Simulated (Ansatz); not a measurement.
AlH7NSbSi, SMILES [NH2][AlH][SbH][SiH3], a comparison of dispersion corrections

Run with the Python package of Ansatz (0.2.0).

Input file `alh7nsbsi.xyz`:
```text
11

N    -0.08160    2.12980   -0.33270
Al    1.04960    1.28410    0.86390
Sb    0.62940   -1.25510    1.45940
Si   -0.88350   -1.52520   -0.43930
H    -1.09200    2.05510    0.02370
H    -0.09790    1.66090   -1.24520
H     2.28770    2.09230    1.53690
H     2.07000   -1.75420    0.48730
H    -2.18480   -0.77060   -0.10000
H    -0.34890   -1.01290   -1.64590
H    -1.28240   -2.96140   -0.58750
```

The script, `run_disp.py`:
```python
'''Dispersion corrections for AlH7NSbSi.'''

import ansatz as az

system = az.Crystal.molecule_from_extxyz('alh7nsbsi.xyz')

setup = system.calculation().basis(gaussian='def2-SVP')
for name in ['blyp', 'revpbe']:
    for correction in ('d3bj', 'd4'):
        summary = setup.functional(name, dispersion=correction).run().report
        print(f'{name:8s} {correction:5s} total {summary["free_energy_ev"]:.5f} eV, of which dispersion {1000 * summary["dispersion"]["energy"]["ev"]:.2f} meV')
```

```console
$ python run_disp.py
blyp     d3bj  total -22608.89805 eV, of which dispersion -660.62 meV
blyp     d4    total -22608.84554 eV, of which dispersion -608.11 meV
revpbe   d3bj  total -22609.12196 eV, of which dispersion -651.69 meV
revpbe   d4    total -22609.16814 eV, of which dispersion -697.87 meV
```

What to keep in mind:
- Total energies depend on the basis set; only differences at equal settings carry meaning.
- The geometry is a force-field or estimated start, not a minimum of this method, and the basis set is short of its limit. D4 holds the three-body term, and d3bj doesn't.
- def2 sets replace the cores of elements past krypton by effective core potentials.
- Wall time of the script: 16 s on 1 thread of Arm Neoverse V1, with other jobs on the host, peak memory 0.21 GiB.

(Lines on the test bed's own set-up are left out of the output.)
